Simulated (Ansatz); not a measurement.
# BClGeH5NO: the cost of one run

Program: Ansatz 0.2.0. Level of theory: RHF/def2-SVP. These are calculated values, not measurements.

**1. The structure to begin with**

Bond lengths: N1–B2 1.482 Å, B2–Cl3 1.834 Å, B2–O4 1.454 Å, O4–Ge5 1.732 Å, N1–H6 1.016 Å, N1–H7 1.072 Å, Ge5–H8 1.529 Å, Ge5–H9 1.580 Å, Ge5–H10 1.555 Å. Angles: N1–B2–Cl3 119.6°, N1–B2–O4 119.9°, Cl3–B2–O4 120.5°, B2–N1–H6 113.1°, B2–N1–H7 107.8°, H6–N1–H7 104.7°, B2–O4–Ge5 109.9°, O4–Ge5–H8 112.0°, O4–Ge5–H9 108.3°, O4–Ge5–H10 108.4°, H8–Ge5–H9 110.9°, H8–Ge5–H10 109.3°, H9–Ge5–H10 107.8°.

As a file:

```xyz
10

N    -0.7009    1.5568    0.6520
B    -0.7912    0.0780    0.6155
Cl   -0.8367   -0.8660    2.1872
O    -0.8276   -0.6153   -0.6621
Ge    0.7860   -0.9475   -1.1981
H     0.1210    1.8935    1.1460
H    -1.5312    1.9223    1.2236
H     0.8055   -1.6649   -2.5479
H     1.5100   -1.8098   -0.0903
H     1.5480    0.4018   -1.3231
```

**2. End point A**

File input.yaml:

```yaml
crystal:
  periodic: [false, false, false]
  atoms:
    - { symbol: "N", position_ang: [-0.7009, 1.5568, 0.652] }
    - { symbol: B, position_ang: [-0.7912, 0.078, 0.6155] }
    - { symbol: Cl, position_ang: [-0.8367, -0.866, 2.1872] }
    - { symbol: O, position_ang: [-0.8276, -0.6153, -0.6621] }
    - { symbol: Ge, position_ang: [0.786, -0.9475, -1.1981] }
    - { symbol: H, position_ang: [0.121, 1.8935, 1.146] }
    - { symbol: H, position_ang: [-1.5312, 1.9223, 1.2236] }
    - { symbol: H, position_ang: [0.8055, -1.6649, -2.5479] }
    - { symbol: H, position_ang: [1.51, -1.8098, -0.0903] }
    - { symbol: H, position_ang: [1.548, 0.4018, -1.3231] }
basis:
  gaussian: { orbitals: def2-SVP }
hamiltonian:
  xc: hf
relax:
  f_tol: 0.015
  max_steps: 40
```

Started as:

```bash
$ ansatz run input.yaml --threads 2 --pin off --max-ram 3072MiB --backend cpu --events-out ev --progress --plain --runs-dir out
```

Q: Estimate wall time and peak memory on 2 threads of AMD EPYC 9R45 (Zen 5), shared host.

About 21 s, with a peak of 0.3 GiB.
